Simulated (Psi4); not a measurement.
# SiNH3ClO (SMILES [NH][SiH](O)Cl): UTPSS/def2-SVP

What is the energy change on altering one bond length of SiNH3ClO at UTPSS/def2-SVP? 

The results are computed with Psi4 1.11.

4 further runs of the same task are left out: 2 that didn't finish, 2 set aside as unsound or not needed.

### 1 The system as given

SiNH3ClO: 7 atoms, total charge 0, spin state doublet. As SMILES, `[NH][SiH](O)Cl`. The shape is that of a PBE0-D4/def2-TZVP optimisation. This is one conformer, not always the lowest.

Bond lengths: N1–Si2 1.738 Å, Si2–O3 1.624 Å, Si2–Cl4 2.056 Å, N1–H5 1.022 Å, Si2–H6 1.475 Å, O3–H7 0.960 Å. Angles: N1–Si2–O3 110.0°, N1–Si2–Cl4 103.5°, O3–Si2–Cl4 112.0°, N1–Si2–H6 116.4°, O3–Si2–H6 106.1°, Cl4–Si2–H6 109.1°, Si2–N1–H5 114.8°, Si2–O3–H7 118.0°.

### 2 Energy and gradient at UTPSS/def2-SVP

The input, job.py:

```python
import psi4

psi4.set_memory(2200000000)
psi4.set_num_threads(1)
psi4.set_output_file('output.dat', False)

m = psi4.geometry("""
0 2
N     -0.309900     1.111500    -0.879100
Si    -0.073900    -0.114300     0.330400
O      1.465600    -0.630300     0.304800
Cl    -1.390000    -1.593900    -0.221000
H     -1.151500     1.677300    -0.756300
H     -0.348600     0.280200     1.724700
H      1.869600    -0.798400    -0.549200
symmetry c1
""")

options = {'basis': 'def2-SVP', 'reference': 'uks', 'puream': True, 'e_convergence': 1e-09, 'd_convergence': 1e-08, 'scf_type': 'pk', 'dft_radial_points': 99, 'dft_spherical_points': 590, 'maxiter': 100}
psi4.set_options(options)

E, wfn = psi4.gradient("tpss", return_wfn=True)
psi4.oeprop(wfn, "LOWDIN_CHARGES", "MULLIKEN_CHARGES", "QUADRUPOLE")
print('gradient / Eh bohr^-1')
print(E.np.round(6))
print(f'energy = {wfn.energy():.10f} Eh')
for k, v in sorted(psi4.core.scalar_variables().items()):
    print(f'{k:45s} {v:18.10f}')
```

Started as:

```bash
python job.py
```

output.dat:

```text
[...]
  Running in c1 symmetry.
[...]
  Nuclear repulsion =  216.933065285409384
[...]
  Multiplicity = 2
[...]
  Nalpha       = 25
  Nbeta        = 24
[...]
    Number of basis functions: 79
[...]
   @UKS iter   1:  -880.48392983757071    3.61236e-01   1.46618e-02 DIIS/ADIIS
[...]
   @UKS iter  16:  -881.23558150912720   -7.95808e-13   7.37135e-09 DIIS
[...]
   @S^2 Observed:                7.529312006E-01
[...]
    Orbital Energies [Eh]
    ---------------------
    Alpha Occupied:
       1A   -100.965467     2A    -65.731659     3A    -18.910380
       4A    -14.139505     5A     -9.240730     6A     -7.024867
       7A     -7.018565     8A     -7.018091     9A     -5.170332
      10A     -3.551255    11A     -3.548785    12A     -3.547154
      13A     -0.944414    14A     -0.788884    15A     -0.758972
      16A     -0.529218    17A     -0.448651    18A     -0.402874
      19A     -0.373994    20A     -0.332926    21A     -0.312996
      22A     -0.298415    23A     -0.288993    24A     -0.273576
      25A     -0.260347
    Alpha Virtual:
[...]
  @UKS Final Energy:  -881.23558150912720
   => Energetics <=
    Nuclear Repulsion Energy =            216.9330652854093842
    One-Electron Energy =               -1648.0339636991975567
    Two-Electron Energy =                 615.7898992327997121
    DFT Exchange-Correlation Energy =     -65.9245823281387686
    Empirical Dispersion Energy =           0.0000000000000000
    VV10 Nonlocal Energy =                  0.0000000000000000
    Total Energy =                       -881.2355815091272007
[...]
  -Total Gradient:
     Atom            X                  Y                   Z
    ------   -----------------  -----------------  -----------------
       1       -0.007400508849     0.000181011448     0.008751063070
       2        0.010545947159    -0.009250800226    -0.008933565033
       3       -0.014753095677     0.004374936591    -0.011393101965
       4        0.008159112914     0.008918334169     0.003530237890
       5        0.009173278905    -0.006869229041    -0.001064141787
       6       -0.000111712900     0.000373681749    -0.002272041277
       7       -0.005596681254     0.002261958697     0.011382958767
[...]
 Multipole Moments:
 ------------------------------------------------------------------------------------
     Multipole            Electronic (a.u.)      Nuclear  (a.u.)        Total (a.u.)
 ------------------------------------------------------------------------------------
 L = 1.  Multiply by 2.5417464519 to convert [e a0] to [Debye]
 Dipole X            :         -2.2423197            2.2495956            0.0072758
 Dipole Y            :         -3.2362468            3.5833792            0.3471324
 Dipole Z            :         -0.8118861            0.7165335           -0.0953526
 Magnitude           :                                                    0.3600638
 L = 2.  Multiply by 1.3450342976 to convert [e a0^2] to [Debye ang]
 Quadrupole XX       :       -209.7081094          183.2538247          -26.4542847
 Quadrupole XY       :        -63.4536425           60.8697022           -2.5839403
[...]
  Mulliken Charges: (a.u.)
   Center  Symbol    Alpha    Beta     Spin     Total
       1     N     4.13236  3.17225  0.96012 -0.30461
       2    SI     6.66469  6.67231 -0.00762  0.66300
       3     O     4.17563  4.16538  0.01025 -0.34101
       4    CL     8.65951  8.60274  0.05677 -0.26226
       5     H     0.41613  0.44551 -0.02939  0.13836
       6     H     0.55199  0.54142  0.01056 -0.09341
       7     H     0.39969  0.40039 -0.00070  0.19992
   Total alpha = 25.00000, Total beta = 24.00000, Total charge =  0.00000
  Lowdin Charges: (a.u.)
[...]
```

Standard output:

```text
gradient / Eh bohr^-1
[[-0.007401  0.000181  0.008751]
 [ 0.010546 -0.009251 -0.008934]
 [-0.014753  0.004375 -0.011393]
 [ 0.008159  0.008918  0.00353 ]
 [ 0.009173 -0.006869 -0.001064]
 [-0.000112  0.000374 -0.002272]
 [-0.005597  0.002262  0.011383]]
energy = -881.2355815091 Eh
CURRENT ENERGY                                   -881.2355815091
CURRENT REFERENCE ENERGY                         -881.2355815091
DD SOLVATION ENERGY                                 0.0000000000
DFT FUNCTIONAL TOTAL ENERGY                      -881.2355815091
DFT TOTAL ENERGY                                 -881.2355815091
DFT VV10 ENERGY                                     0.0000000000
DFT XC ENERGY                                     -65.9245823281
GRID ELECTRONS ALPHA                               24.9999996159
GRID ELECTRONS BETA                                23.9999996187
GRID ELECTRONS TOTAL                               48.9999992346
NUCLEAR REPULSION ENERGY                          216.9330652854
ONE-ELECTRON ENERGY                             -1648.0339636992
PCM POLARIZATION ENERGY                             0.0000000000
PE ENERGY                                           0.0000000000
SCF ITERATION ENERGY                             -881.2355815091
SCF ITERATIONS                                     16.0000000000
SCF TOTAL ENERGY                                 -881.2355815091
TWO-ELECTRON ENERGY                               615.7898992328
XC GRID RADIAL POINTS                              99.0000000000
XC GRID SPHERICAL POINTS                          590.0000000000
XC GRID TOTAL POINTS                           387184.0000000000
```

Wall time 45 s (1 thread of AMD EPYC 9R45 (Zen 5), shared host); peak memory 1.2 GiB.

### 3 The distorted shape: a single-point energy at UTPSS/def2-SVP

The input, input.in:

```
memory 2200 MB

molecule molecule1 {
  0 2
  N      0.110918     0.828588    -0.940503
  Si     0.346918    -0.397212     0.268997
  O      1.886418    -0.913212     0.243397
  Cl    -0.969182    -1.876812    -0.282403
  H     -1.151500     1.677300    -0.756300
  H      0.072218    -0.002712     1.663297
  H      2.290418    -1.081312    -0.610603
  units angstrom
  symmetry c1
}

set reference uks
set puream true
set e_convergence 1e-09
set d_convergence 1e-08
set scf_type pk
set dft_radial_points 99
set dft_spherical_points 590
set maxiter 100

e, wfn = energy("tpss/def2-SVP", return_wfn=True)
oeprop(wfn, "DIPOLE", "QUADRUPOLE", "MULLIKEN_CHARGES", title="TPSS")
print_variables()
```

Started as:

```bash
psi4 -i input.in -o input.out -n 1
```

input.out, cut to the lines that bear on the results:

```text
[...]
  Running in c1 symmetry.
[...]
  Nuclear repulsion =  214.905615761810509
[...]
  Multiplicity = 2
[...]
  Nalpha       = 25
  Nbeta        = 24
[...]
    Number of basis functions: 79
[...]
   @UKS iter   1:  -880.56458294947811    1.29916e-01   1.36308e-02 DIIS/ADIIS
[...]
   @UKS iter  18:  -881.16316241816844   -3.63798e-12   4.15499e-09 DIIS
[...]
   @S^2 Observed:                7.626019440E-01
[...]
  @UKS Final Energy:  -881.16316241816844
   => Energetics <=
    Nuclear Repulsion Energy =            214.9056157618105090
    One-Electron Energy =               -1644.0017958437547350
    Two-Electron Energy =                 613.7221891204731037
    DFT Exchange-Correlation Energy =     -65.7891714566974741
    Empirical Dispersion Energy =           0.0000000000000000
    VV10 Nonlocal Energy =                  0.0000000000000000
    Total Energy =                       -881.1631624181684401
[...]
 Multipole Moments:
 ------------------------------------------------------------------------------------
     Multipole            Electronic (a.u.)      Nuclear  (a.u.)        Total (a.u.)
 ------------------------------------------------------------------------------------
 L = 1.  Multiply by 2.5417464519 to convert [e a0] to [Debye]
 Dipole X            :         -1.7886419            1.8635797            0.0749378
 Dipole Y            :         -3.5670537            3.8428941            0.2758404
 Dipole Z            :         -0.8416734            0.7728584           -0.0688150
 Magnitude           :                                                    0.2940052
 L = 2.  Multiply by 1.3450342976 to convert [e a0^2] to [Debye ang]
 Quadrupole XX       :       -212.4687471          186.3976932          -26.0710539
 Quadrupole XY       :        -59.1192284           56.2942598           -2.8249686
[...]
  Mulliken Charges: (a.u.)
   Center  Symbol    Alpha    Beta     Spin     Total
       1     N     4.18673  3.15928  1.02745 -0.34601
       2    SI     6.66197  6.65769  0.00428  0.68034
       3     O     4.17308  4.16142  0.01167 -0.33450
       4    CL     8.65741  8.60225  0.05516 -0.25966
       5     H     0.36982  0.47896 -0.10914  0.15121
       6     H     0.55160  0.54041  0.01119 -0.09201
       7     H     0.39938  0.39999 -0.00061  0.20063
   Total alpha = 25.00000, Total beta = 24.00000, Total charge = -0.00000
  Variable Map:
[...]
```

Run time: 45 s. Hardware: 1 thread of AMD EPYC 9R45 (Zen 5), shared host; peak memory 1.2 GiB.

### 4 Summary of results

At UTPSS/def2-SVP:

| quantity | value |
| --- | --- |
| first shape: total energy | -881.23558 Eh |
| first shape: dipole moment | 0.92 D |
| first shape: HOMO energy (highest over α and β) | -6.66 eV |
| first shape: LUMO energy (lowest over α and β) | -4.64 eV |
| first shape: ⟨S²⟩ | 0.753 |
| first shape: largest force on an atom | 0.985 eV/Å |
| distorted shape: total energy | -881.16316 Eh |
| distorted shape: dipole moment | 0.75 D |
| distorted shape: HOMO energy (highest over α and β) | -6.68 eV |
| distorted shape: LUMO energy (lowest over α and β) | -4.50 eV |
| distorted shape: ⟨S²⟩ | 0.763 |
| energy change with the N1–H5 bond stretched from 1.022 to 1.532 Å | 1.971 eV |

What this shows: With the N1–H5 bond stretched from 1.022 to 1.532 Å the energy rises by 1.97 eV (190 kJ/mol). The first shape isn't relaxed at this level, so the change isn't measured from a minimum. The largest force (first shape) is 0.98 eV/Å: the shape isn't a stationary point for this species at this level. Mulliken charges (first shape) run from -0.34 on O3 to +0.66 on Si2; they depend strongly on the basis.
